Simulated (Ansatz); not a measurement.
# P: the cost of one run

Computed with Ansatz 0.2.0 (DFT PBEsol, scalar-relativistic, plane waves, PAW, unless a step's input says otherwise).

2 further runs of the same task are left out: 1 that didn't finish, 1 set aside as unsound or not needed. Runs told in other sessions of the task aren't counted.

## (1) The system as given

The structure is tetragonal, space group P4/mmm (No. 123). The conventional cell has a = 2.435 Å, b = 2.435 Å, c = 2.396 Å, α = 90.00°, β = 90.00°, γ = 90.00°. Around P (site symmetry 4/mmm) lie 6 P at 2.40 to 2.43 Å.

Structure file:

```cif
data_structure
_symmetry_space_group_name_H-M 'P 1'
_symmetry_Int_Tables_number 1
_cell_length_a 2.4347
_cell_length_b 2.4346
_cell_length_c 4.7930
_cell_angle_alpha 90.000
_cell_angle_beta 89.995
_cell_angle_gamma 90.000
_cell_volume 28.41
loop_
_atom_site_label
_atom_site_type_symbol
_atom_site_fract_x
_atom_site_fract_y
_atom_site_fract_z
_atom_site_occupancy
P1 P 0.00000 0.00000 0.25000 1
P2 P 0.00000 0.00000 0.75000 1
```

It goes back to an entry of the Materials Project, which need not be the stable form.

It is the result of an earlier relaxation at this level (volume 14.21 Å³/atom; gap on the mesh: none (metal)).

## (2) The reference: the undisturbed cell on the scan's mesh

Contents of input.yaml:

```yaml
crystal:
  lattice:
    - [2.4347371632, 0.0, 0.0052449061]
    - [0.0, 2.434625489, 0.0]
    - [-0.0099022071, 0.0, 4.7929475526]
  atoms:
    - { symbol: P, position: [9.925e-07, 0.0, 0.2500027648] }
    - { symbol: P, position: [0.9999990075, 0.0, 0.7499972352] }
basis:
  ecutwfc: 420
kpoints:
  mp_grid: { grid: [28, 28, 14] }
hamiltonian:
  xc: pbesol
scf:
  occupations: { method: gaussian, width: 0.15 }
output:
  forces: true
  stress: true
  eigenvalues: true
  write_density: true
  write_potential: true
  elf: true
  volumetric_format: npy
```

The run is started by

```bash
> ansatz run input.yaml --threads 1 --pin off --max-ram 2560MiB --backend cpu --events-out ev --progress --plain --runs-dir out
```

**Question.** How long does this run take on 1 thread of Intel Xeon Platinum 8375C at 2.90GHz (Ice Lake), shared host, and how much memory does it need?

About 74 s, with a peak of 1.1 GiB.
